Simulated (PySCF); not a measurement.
# C7H9N2: the cost of one run

Programs: PySCF 2.14.0, with routines of our own; each step states its level. All values are computed. Atoms count from 0.

## 1. The starting structure

18 atoms, charge 1, multiplicity 1; geometry from: GFN2-xTB.

## 2. Relaxing the molecule at B3LYP/def2-SV(P)

Job settings and geometry (Å):

```
{"job": {"xc": "B3LYP", "basis": "def2-SV(P)", "grid": 1, "kind": "geom"}, "charge": 1, "multiplicity": 1}
C     -2.618642     2.385679    -0.530294
C     -1.879167     1.459062    -0.341995
C     -1.023869     0.343984    -0.116262
C     -1.620748    -0.894501     0.110980
N     -2.927204    -1.069195     0.124575
C      0.357476     0.568641    -0.137830
C      1.380159    -0.348263     0.052348
C      2.703444     0.041594     0.000211
N      3.729352    -0.772292     0.171565
H     -3.244296     3.212035    -0.697721
H     -1.010060    -1.768626     0.286217
H     -3.530969    -0.272255    -0.036277
H     -3.346858    -1.969948     0.290268
H      0.652284     1.594185    -0.327034
H      1.164679    -1.389149     0.245323
H      2.942764     1.080093    -0.192618
H      4.679443    -0.440353     0.124589
H      3.583453    -1.754376     0.355633
```

Started as:

```sh
$ OMP_NUM_THREADS=1 python excited_run.py task.json out
```

One launch serves the whole session: the jobs run in the order shown.

**Question.** How long does this first job take on 1 thread of Arm Neoverse V1, shared host, and how much memory does it need?

About 44 s, with a peak of 0.59 GiB.
